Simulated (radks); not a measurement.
# The Coulomb parameter U of the 5d shell of W

Aim: U as the second difference [E(n + 0.25) + E(n − 0.25) − 2E(n)]/0.25², with all orbitals relaxed. Bare: the atom's charge changes with n. Screened: the 6s shell takes up the change. The start is a model configuration, not necessarily the ground state.

Program: radks (a radial shooting solver on a logarithmic mesh, Libxc functionals) version 1. Level of theory: Dirac Kohn-Sham, PBE, spin-unpolarised, spherical densities, finite nucleus; open shells are shared between the two j in proportion to 2j + 1. These are calculated values, not measurements, unless marked.

## Step 1: The atom as given

```
element            : tungsten (Z = 74)
charge             : 0
electrons          : 74
configuration      : [Xe] 4f14 5d5 6s1
nuclear rms radius : 5.3658 fm
```

The outer shells:

W
```
[Xe] core
4f [↑↓][↑↓][↑↓][↑↓][↑↓][↑↓][↑↓]
5d [↑ ][↑ ][↑ ][↑ ][↑ ]
6s [↑ ]
```

In the logs a row gives level, spin channel, occupation and eigenvalue; Etot, Ekin, Encl (electron-nucleus), Eh (Hartree) and Exc are energies, all in hartree; err is the last residual, it the number of iterations.

## Step 2: Start: [Xe] 4f14 5d5 6s1

Input:

```text
Z 74
configuration [Xe] 4f14 5d5 6s1
relativity Dirac
functional pbe,pbe
spin unpolarised
j_filling average
nucleus finite rms 5.3658 fm
c 137.035999084
```

Command:

```sh
$ python run_ks.py task.json out
```

This one command runs every case of the session in turn.

The program printed:

```text
1s1/2   1   2.0000       -2549.29911693
2s1/2   1   2.0000        -439.66436145
2p1/2   1   2.0000        -420.52623010
2p3/2   1   4.0000        -370.81605992
3s1/2   1   2.0000        -101.19630179
3p1/2   1   2.0000         -92.65170563
3p3/2   1   4.0000         -81.90274587
3d3/2   1   4.0000         -67.48323328
3d5/2   1   6.0000         -65.14558533
4s1/2   1   2.0000         -20.81772291
4p1/2   1   2.0000         -17.27016944
4p3/2   1   4.0000         -14.77927255
4d3/2   1   4.0000          -8.94549544
4d5/2   1   6.0000          -8.48647757
4f5/2   1   6.0000          -1.19090576
4f7/2   1   8.0000          -1.10870444
5s1/2   1   2.0000          -2.82702780
5p1/2   1   2.0000          -1.77987623
5p3/2   1   4.0000          -1.42216784
5d3/2   1   2.0000          -0.13736309
5d5/2   1   3.0000          -0.11292258
6s1/2   1   1.0000          -0.18931425
Etot -16163.268083567276
Ekin 18201.638943209255
Encl -40371.21711574773
Eh 6331.434958913278
Exc -325.1248699420812
err 9.976303042848628e-09
it 15
```

Wall time 0.24 s (1 thread of Arm Neoverse N1, shared host); peak memory 0.24 GiB.

5d5/2 is the highest filled level (-3.073 eV).

From the orbitals of this run (lengths in bohr):

| level | occupation | energy (eV) | <r> | outermost maximum (interpolated) | 90 % within | nodes |
| --- | --- | --- | --- | --- | --- | --- |
| 5s1/2 | 2 | -76.927 | 1.070 | 0.964 | 1.54 | 4 |
| 5p1/2 | 2 | -48.433 | 1.181 | 1.03 | 1.73 | 3 |
| 5p3/2 | 4 | -38.699 | 1.288 | 1.12 | 1.89 | 3 |
| 4f5/2 | 6 | -32.406 | 0.6034 | 0.426 | 1.00 | 0 |
| 4f7/2 | 8 | -30.169 | 0.6132 | 0.431 | 1.02 | 0 |
| 6s1/2 | 1 | -5.152 | 3.278 | 2.71 | 4.91 | 5 |
| 5d3/2 | 2 | -3.738 | 2.120 | 1.49 | 3.48 | 2 |
| 5d5/2 | 3 | -3.073 | 2.244 | 1.54 | 3.71 | 2 |

Radial density 4πr²ρ:

| r (bohr) | 4πr²ρ (e/bohr) |
| --- | --- |
| 0.000678 | 4.271 |
| 0.00108 | 8.816 |
| 0.00170 | 17.34 |
| 0.00271 | 32.64 |
| 0.00427 | 55.80 |
| 0.00679 | 84.14 |
| 0.0108 | 103.6 |
| 0.0170 | 100.2 |
| 0.0271 | 93.92 |
| 0.0431 | 123.2 |
| 0.0680 | 128.8 |
| 0.108 | 105.6 |
| 0.171 | 121.9 |
| 0.271 | 65.82 |
| 0.432 | 75.66 |
| 0.681 | 35.56 |
| 1.08 | 15.49 |
| 1.72 | 5.685 |
| 2.72 | 1.723 |
| 4.32 | 0.4173 |
| 6.82 | 0.03456 |

## Step 3: Bare +0.25: [Xe] 4f14 5d5.25 6s1

Settings, as their differences from step 2:

```diff
@@ -1,3 +1,3 @@
 Z 74
-configuration [Xe] 4f14 5d5 6s1
+configuration [Xe] 4f14 5d5.25 6s1
 relativity Dirac
```

The program printed:

```text
1s1/2   1   2.0000       -2549.23024200
2s1/2   1   2.0000        -439.59521718
2p1/2   1   2.0000        -420.45711157
2p3/2   1   4.0000        -370.74692186
3s1/2   1   2.0000        -101.12715468
3p1/2   1   2.0000         -92.58256069
3p3/2   1   4.0000         -81.83359878
3d3/2   1   4.0000         -67.41407290
3d5/2   1   6.0000         -65.07642528
4s1/2   1   2.0000         -20.74853104
4p1/2   1   2.0000         -17.20097361
4p3/2   1   4.0000         -14.71006257
4d3/2   1   4.0000          -8.87626641
4d5/2   1   6.0000          -8.41724237
4f5/2   1   6.0000          -1.12165077
4f7/2   1   8.0000          -1.03944979
5s1/2   1   2.0000          -2.75772644
5p1/2   1   2.0000          -1.71083174
5p3/2   1   4.0000          -1.35342090
5d3/2   1   2.1000          -0.07372308
5d5/2   1   3.1500          -0.05025548
6s1/2   1   1.0000          -0.13457099
Etot -16163.290730286926
Ekin 18201.647147436455
Encl -40376.29362633184
Eh 6336.531473208101
Exc -325.1757245996407
err 4.259825333737116e-09
it 16
```

Wall time 0.25 s (1 thread of Arm Neoverse N1, shared host); peak memory 0.24 GiB.

E − E(step 2, start: [Xe] 4f14 5d5 6s1) = -0.616 eV. 5d5/2 is the highest filled level (-1.368 eV).

## Step 4: Bare -0.25: [Xe] 4f14 5d4.75 6s1

Settings, as their differences from step 3:

```diff
@@ -1,3 +1,3 @@
 Z 74
-configuration [Xe] 4f14 5d5.25 6s1
+configuration [Xe] 4f14 5d4.75 6s1
 relativity Dirac
```

The program printed:

```text
1s1/2   1   2.0000       -2549.37585829
2s1/2   1   2.0000        -439.74143258
2p1/2   1   2.0000        -420.60327262
2p3/2   1   4.0000        -370.89312469
3s1/2   1   2.0000        -101.27332476
3p1/2   1   2.0000         -92.72872878
3p3/2   1   4.0000         -81.97976818
3d3/2   1   4.0000         -67.56028137
3d5/2   1   6.0000         -65.22263150
4s1/2   1   2.0000         -20.89478544
4p1/2   1   2.0000         -17.34723720
4p3/2   1   4.0000         -14.85635788
4d3/2   1   4.0000          -9.02260418
4d5/2   1   6.0000          -8.56359367
4f5/2   1   6.0000          -1.26802587
4f7/2   1   8.0000          -1.18582225
5s1/2   1   2.0000          -2.90409821
5p1/2   1   2.0000          -1.85655765
5p3/2   1   4.0000          -1.49840871
5d3/2   1   1.9000          -0.20740945
5d5/2   1   2.8500          -0.18196430
6s1/2   1   1.0000          -0.24853330
Etot -16163.228850544261
Ekin 18201.616733546347
Encl -40365.56192686746
Eh 6325.78225465173
Exc -325.06591187487516
err 5.347563291927799e-09
it 15
```

Wall time 0.24 s (1 thread of Arm Neoverse N1, shared host); peak memory 0.24 GiB.

Energy against step 2 (start: [Xe] 4f14 5d5 6s1): +1.068 eV. Highest occupied level: 5d5/2 at -4.952 eV.

## Step 5: Screened +0.25: [Xe] 4f14 5d5.25 6s0.75

Settings, as their differences from step 4:

```diff
@@ -1,3 +1,3 @@
 Z 74
-configuration [Xe] 4f14 5d4.75 6s1
+configuration [Xe] 4f14 5d5.25 6s0.75
 relativity Dirac
```

The program printed:

```text
1s1/2   1   2.0000       -2549.28446102
2s1/2   1   2.0000        -439.64882785
2p1/2   1   2.0000        -420.51076696
2p3/2   1   4.0000        -370.80053892
3s1/2   1   2.0000        -101.18089288
3p1/2   1   2.0000         -92.63629486
3p3/2   1   4.0000         -81.88733907
3d3/2   1   4.0000         -67.46775801
3d5/2   1   6.0000         -65.13011541
4s1/2   1   2.0000         -20.80229870
4p1/2   1   2.0000         -17.25473455
4p3/2   1   4.0000         -14.76380885
4d3/2   1   4.0000          -8.92998117
4d5/2   1   6.0000          -8.47095024
4f5/2   1   6.0000          -1.17537399
4f7/2   1   8.0000          -1.09317650
5s1/2   1   2.0000          -2.81167931
5p1/2   1   2.0000          -1.76516729
5p3/2   1   4.0000          -1.40811822
5d3/2   1   2.1000          -0.12806240
5d5/2   1   3.1500          -0.10416695
6s1/2   1   0.7500          -0.18491561
Etot -16163.250850699336
Ekin 18201.58177097967
Encl -40372.22256595012
Eh 6332.535074575151
Exc -325.14513030403526
err 1.2619189771085872e-08
it 14
```

Run time: 0.23 s. Hardware: 1 thread of Arm Neoverse N1, shared host; peak memory 0.24 GiB.

E − E(step 2, start: [Xe] 4f14 5d5 6s1) = +0.469 eV. 5d5/2 is the highest filled level (-2.835 eV).

## Step 6: Screened -0.25: [Xe] 4f14 5d4.75 6s1.25

Settings, as their differences from step 5:

```diff
@@ -1,3 +1,3 @@
 Z 74
-configuration [Xe] 4f14 5d5.25 6s0.75
+configuration [Xe] 4f14 5d4.75 6s1.25
 relativity Dirac
```

The program printed:

```text
1s1/2   1   2.0000       -2549.31478048
2s1/2   1   2.0000        -439.68094069
2p1/2   1   2.0000        -420.54273710
2p3/2   1   4.0000        -370.83262663
3s1/2   1   2.0000        -101.21273325
3p1/2   1   2.0000         -92.66814001
3p3/2   1   4.0000         -81.91917493
3d3/2   1   4.0000         -67.49973691
3d5/2   1   6.0000         -65.16208287
4s1/2   1   2.0000         -20.83416376
4p1/2   1   2.0000         -17.28662150
4p3/2   1   4.0000         -14.79575444
4d3/2   1   4.0000          -8.96202980
4d5/2   1   6.0000          -8.50302535
4f5/2   1   6.0000          -1.20745057
4f7/2   1   8.0000          -1.12524467
5s1/2   1   2.0000          -2.84334050
5p1/2   1   2.0000          -1.79550723
5p3/2   1   4.0000          -1.43709778
5d3/2   1   1.9000          -0.14735154
5d5/2   1   2.8500          -0.12235084
6s1/2   1   1.2500          -0.19404723
Etot -16163.28412973047
Ekin 18201.69672609823
Encl -40370.140632258874
Eh 6330.263290301686
Exc -325.10351387151314
err 9.766276140729675e-09
it 15
```

It took 0.24 s on 1 thread of Arm Neoverse N1, shared host; peak memory 0.24 GiB.

Energy against step 2 (start: [Xe] 4f14 5d5 6s1): -0.437 eV. 5d5/2 is the highest filled level (-3.329 eV).

## Step 7: All runs together

| quantity | value (eV) |
| --- | --- |
| U, bare | 7.221 |
| U, screened by 6s | 0.517 |

Letting 6s compensate leaves 7 % of the bare value; this second difference measures U(5d,5d) + U(6s,6s) − 2U(5d,6s). The step up makes a negative ion, whose loosely bound charge lowers the bare value. A solid screens further than the bare atom, so the bare value is an upper guide for the U of a crystal.
